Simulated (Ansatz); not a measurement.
# C2H8OSi2: the cost of one run

Method: RKS PBE/def2-SVP, in Ansatz 0.2.0.

### 1 Starting point

Bond lengths: Si1–C2 1.805 Å, C2–C3 1.342 Å, C3–O4 1.302 Å, O4–Si5 1.639 Å, Si1–H6 1.551 Å, Si1–H7 1.483 Å, Si1–H8 1.423 Å, C2–H9 1.107 Å, C3–H10 1.121 Å, Si5–H11 1.514 Å, Si5–H12 1.476 Å, Si5–H13 1.534 Å. Angles (14 of 19 angles, heavy atoms first): Si1–C2–C3 128.3°, C2–C3–O4 128.1°, C3–O4–Si5 127.0°, Si1–C2–H9 112.0°, C3–C2–H9 119.8°, C2–Si1–H6 108.7°, C2–Si1–H7 110.6°, C2–Si1–H8 110.5°, C2–C3–H10 117.8°, O4–C3–H10 114.1°, O4–Si5–H11 107.6°, O4–Si5–H12 108.5°, O4–Si5–H13 112.3°, H6–Si1–H7 107.2°.

Coordinates:

```xyz
13

Si   -1.0749   -2.0228    0.8728
C     0.4524   -1.0613    0.8958
C     0.7261    0.0794    0.2437
O    -0.0493    0.7518   -0.5579
Si    0.3133    2.1446   -1.3411
H    -2.2332   -1.1295    1.3889
H    -1.4160   -2.4265   -0.5131
H    -0.9585   -3.1633    1.7158
H     1.2126   -1.5079    1.5646
H     1.7424    0.5312    0.3835
H     0.6831    3.1759   -0.2961
H     1.4964    1.9103   -2.1925
H    -0.8739    2.6832   -2.1496
```

### 2 End point A

input.yaml

```yaml
crystal:
  periodic: [false, false, false]
  atoms:
    - { symbol: Si, position_ang: [-1.0749, -2.0228, 0.8728] }
    - { symbol: C, position_ang: [0.4524, -1.0613, 0.8958] }
    - { symbol: C, position_ang: [0.7261, 0.0794, 0.2437] }
    - { symbol: O, position_ang: [-0.0493, 0.7518, -0.5579] }
    - { symbol: Si, position_ang: [0.3133, 2.1446, -1.3411] }
    - { symbol: H, position_ang: [-2.2332, -1.1295, 1.3889] }
    - { symbol: H, position_ang: [-1.416, -2.4265, -0.5131] }
    - { symbol: H, position_ang: [-0.9585, -3.1633, 1.7158] }
    - { symbol: H, position_ang: [1.2126, -1.5079, 1.5646] }
    - { symbol: H, position_ang: [1.7424, 0.5312, 0.3835] }
    - { symbol: H, position_ang: [0.6831, 3.1759, -0.2961] }
    - { symbol: H, position_ang: [1.4964, 1.9103, -2.1925] }
    - { symbol: H, position_ang: [-0.8739, 2.6832, -2.1496] }
basis:
  gaussian: { orbitals: def2-SVP }
hamiltonian:
  xc: pbe
relax:
  f_tol: 0.02
  max_steps: 50
output:
  orbitals: {}
```

Started as:

```
$ ansatz run input.yaml --threads 2 --pin off --max-ram 3072MiB --backend cpu --events-out ev --progress --plain --runs-dir out
```

**Question.** How long does this run take on 2 threads of Arm Neoverse V2, shared host, and how much memory does it need?

About 18 s, with a peak of 0.15 GiB.
